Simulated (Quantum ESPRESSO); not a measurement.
Ta4NiO11:

```
Ta Ni O
1.0
     1.95495  -14.82973    0.00000
     1.95495   14.82973    0.00000
     0.00000    0.00000    3.88590
Ta Ni O
4 1 11
Direct
  0.20437 0.79563 0.00000
  0.92451 0.07549 0.00000
  0.07549 0.92451 0.00000
  0.79563 0.20437 0.00000
  0.50000 0.50000 0.00000
  0.13987 0.86013 0.00000
  0.72107 0.27893 0.00000
  0.43645 0.56355 0.00000
  0.56355 0.43645 0.00000
  0.00000 0.00000 0.00000
  0.86013 0.13987 0.00000
  0.27893 0.72107 0.00000
  0.92790 0.07210 0.50000
  0.07210 0.92790 0.50000
  0.79436 0.20564 0.50000
  0.20564 0.79436 0.50000
```

The cell was built by a generator and needn't be a form met in nature.

Base run:

```yaml
Program: Quantum ESPRESSO 7.5
Functional: PBEsol
Potentials_or_basis: SG15 PBE 1.2
Cutoff: 1197 eV
Density_cutoff: 4789 eV
k_mesh: 5 × 5 × 5
Occupations: fermi-dirac, width 0.05 eV
Spin: collinear spin, ferromagnetic start
Starting_moments: "[0.0, 0.0, 0.0, 0.0, 1.0, 0.0, 0.0, 0.0, 0.0, 0.0, 0.0, 0.0, 0.0, 0.0, 0.0, 0.0] μB"
```

Its results: band gap on the k mesh none (metal or under the smearing width); pressure -6.4 GPa; net moment 0.40 μB per cell; site moments Ta -0.00; Ni +0.30; O -0.00, +0.08, +0.00 μB; largest force 0.157 eV/Å.

Task: The run is repeated on the same cell with these changes: functional from PBEsol to LDA. What comes out?

Result: Band gap on the k mesh none (metal or under the smearing width); pressure -12.3 GPa; net moment 0.40 μB per cell; site moments Ta -0.00; Ni +0.29; O -0.00, +0.08, +0.00 μB; largest force 0.349 eV/Å.

LDA binds more tightly than PBEsol, so the same cell stands under less pressure.

Caveats: the potentials were made for another functional, which shifts forces and pressure; spin-orbit coupling is left out, which moves the levels of the heavy elements; semilocal functionals often make such compounds metallic where correlation or magnetic order opens a gap, which also shifts bond lengths; a cell with one magnetic atom can't hold antiferromagnetic order, which such compounds often take (some runs).
